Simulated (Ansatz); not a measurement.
# HgPt: the cost of one run

Computed with Ansatz 0.2.0 (DFT r2SCAN, scalar-relativistic, plane waves, PAW, unless a step's input says otherwise).

1 further run of the same task is left out (set aside as unsound or not needed).

### 1 The starting structure

It takes space group P4/mmm (No. 123, tetragonal). The conventional cell has a = 3.004 Å, b = 3.004 Å, c = 3.899 Å, α = 90.00°, β = 90.00°, γ = 90.00°. Hg (site symmetry 4/mmm) is surrounded by 8 Pt at 2.88 Å and 4 Hg at 3.00 Å. Around Pt (site symmetry 4/mmm) lie 8 Hg at 2.88 Å and 4 Pt at 3.00 Å.

As a file:

```cif
data_structure
_symmetry_space_group_name_H-M 'P4/mmm'
_symmetry_Int_Tables_number 123
_cell_length_a 3.0039
_cell_length_b 3.0039
_cell_length_c 3.8989
_cell_angle_alpha 90.000
_cell_angle_beta 90.000
_cell_angle_gamma 90.000
_cell_volume 35.18
loop_
_atom_site_label
_atom_site_type_symbol
_atom_site_symmetry_multiplicity
_atom_site_Wyckoff_symbol
_atom_site_fract_x
_atom_site_fract_y
_atom_site_fract_z
_atom_site_occupancy
Hg1 Hg 1 a 0.00000 0.00000 0.00000 1
Pt1 Pt 1 d 0.50000 0.50000 0.50000 1
```

This cell was relaxed beforehand with the same method: volume 17.59 Å³/atom, gap on the mesh none (metal).

### 2 Electronic structure at the relaxed geometry

The input, input.yaml:

```yaml
crystal:
  lattice:
    - [3.0039053872, 0.0, 0.0]
    - [0.0, 3.0039053872, 0.0]
    - [0.0, 0.0, 3.8988873194]
  atoms:
    - { symbol: Hg, position: [0.0, 0.0, 0.0] }
    - { symbol: Pt, position: [0.5, 0.5, 0.5] }
basis:
  ecutwfc: 500
kpoints:
  mp_grid: { grid: [14, 14, 12] }
  band_path:
    path:
      - [[0.0, 0.0, 0.0], [0.0, 0.5, 0.0], [0.5, 0.5, 0.0], [0.0, 0.0, 0.0], [0.0, 0.0, 0.5], [0.0, 0.5, 0.5], [0.5, 0.5, 0.5], [0.0, 0.0, 0.5]]
      - [[0.0, 0.5, 0.0], [0.0, 0.5, 0.5]]
      - [[0.5, 0.5, 0.0], [0.5, 0.5, 0.5]]
    npoints: 14
hamiltonian:
  xc: r2scan
scf:
  occupations: { method: gaussian, width: 0.1 }
  n_extra_bands: 6
output:
  forces: true
  stress: true
  eigenvalues: true
  populations: true
  dos: { projected: true, de: 0.02, nscf_kmesh: { grid: [21, 21, 18] } }
  bader: true
```

Launch:

```bash
$ ansatz run input.yaml --threads 1 --pin off --max-ram 2560MiB --backend cpu --events-out ev --progress --plain --runs-dir out
```

What time and memory should one allow on 1 thread of Arm Neoverse V1, shared host?

About 72 s, with a peak of 0.74 GiB.
